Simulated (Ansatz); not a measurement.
# C2H8GaNSi: small, medium and large basis sets

The task here is to estimate one member of a computed series from the others.

The runs use Ansatz 0.2.0, Gaussian basis; one geometry, several basis sets.

The runs, in order: PBE0-D4/def2-SVP; ωB97M-V/def2-SVP; PBE0-D4/def2-QZVPP; ωB97M-V/def2-QZVPP; the functionals' def2-TZVPP values are taken from earlier runs.

## The relaxed structure

The geometry comes from an earlier relaxation with PBE0-D4 in a triple-zeta def2 set; it is a stationary point, not always the lowest conformer.

SMILES `[GaH2][CH2]N1C[SiH2]1`, 13 atoms, charge 0, spin multiplicity 1.

Atoms are counted from 1 here; the program's logs count them from 0.

Bond lengths: Ga1–C2 1.996 Å, Ga1–H6 1.575 Å, Ga1–H7 1.576 Å, C2–N3 1.439 Å, C2–H8 1.098 Å, C2–H9 1.098 Å, N3–C4 1.470 Å, N3–Si5 1.701 Å, C4–Si5 1.836 Å, C4–H10 1.089 Å, C4–H11 1.097 Å, Si5–H12 1.484 Å, Si5–H13 1.480 Å. Angles: C2–Ga1–H6 121.4°, C2–Ga1–H7 119.5°, H6–Ga1–H7 119.0°, Ga1–C2–N3 117.9°, Ga1–C2–H8 108.7°, Ga1–C2–H9 105.9°, N3–C2–H8 109.9°, N3–C2–H9 108.9°, H8–C2–H9 104.7°, C2–N3–C4 122.8°, C2–N3–Si5 141.2°, C4–N3–Si5 70.3°, N3–C4–Si5 60.7°, N3–C4–H10 116.0°, N3–C4–H11 116.0°, Si5–C4–H10 125.1°, Si5–C4–H11 116.2°, H10–C4–H11 112.7° and more.

The first run:

File in.yaml:

```yaml
crystal:
  periodic: [false, false, false]
  atoms:
    - {symbol: Ga, position_ang: [-2.060595, 0.511024, 0.342362]}
    - {symbol: C, position_ang: [-0.853675, -0.828922, -0.513877]}
    - {symbol: N, position_ang: [0.566151, -0.618256, -0.413422]}
    - {symbol: C, position_ang: [1.245619, -0.368405, 0.866424]}
    - {symbol: Si, position_ang: [1.743989, 0.591525, -0.617582]}
    - {symbol: H, position_ang: [-1.506410, 1.875649, 0.901132]}
    - {symbol: H, position_ang: [-3.610714, 0.232924, 0.402020]}
    - {symbol: H, position_ang: [-1.110497, -1.827262, -0.134536]}
    - {symbol: H, position_ang: [-1.135277, -0.853291, -1.574965]}
    - {symbol: H, position_ang: [1.800370, -1.207252, 1.285212]}
    - {symbol: H, position_ang: [0.664592, 0.175606, 1.621896]}
    - {symbol: H, position_ang: [1.363615, 2.025318, -0.662874]}
    - {symbol: H, position_ang: [2.892832, 0.291363, -1.501801]}
basis:
  gaussian: {orbitals: def2-SVP}
hamiltonian: {xc: pbe0, dispersion: d4}
output: {orbitals: {seedname: orbitals}}
```

Launch:

```sh
$ ansatz run in.yaml --threads 4 --pin off --events-out ev --progress --plain --max-ram 10444MiB
```

Steps of the session up to this table: PBE0-D4 in def2-SVP; ωB97M-V in def2-SVP; PBE0-D4 in def2-QZVPP; ωB97M-V in def2-QZVPP.

One table of the session follows, with a row left open; its other results are not shown here.

It belongs to the step «Functionals by basis». 

| functional | basis | HOMO (eV) | LUMO (eV) |
| --- | --- | --- | --- |
| PBE0-D4 | def2-SVP | -5.82 | -1.47 |
| PBE0-D4 | def2-TZVPP | -5.89 | -1.50 |
| PBE0-D4 | def2-QZVPP | -5.91 | -1.54 |
| ωB97M-V | def2-SVP | -7.97 | 0.23 |
| ωB97M-V | def2-TZVPP | ? | ? |
| ωB97M-V | def2-QZVPP | -8.08 | -0.01 |

**Question.** Estimate the row for ωB97M-V, def2-TZVPP.

The run gave: HOMO (eV): -8.06; LUMO (eV): 0.16. In the column «HOMO (eV)» it lies between ωB97M-V, def2-QZVPP (-8.08) and ωB97M-V, def2-SVP (-7.97).
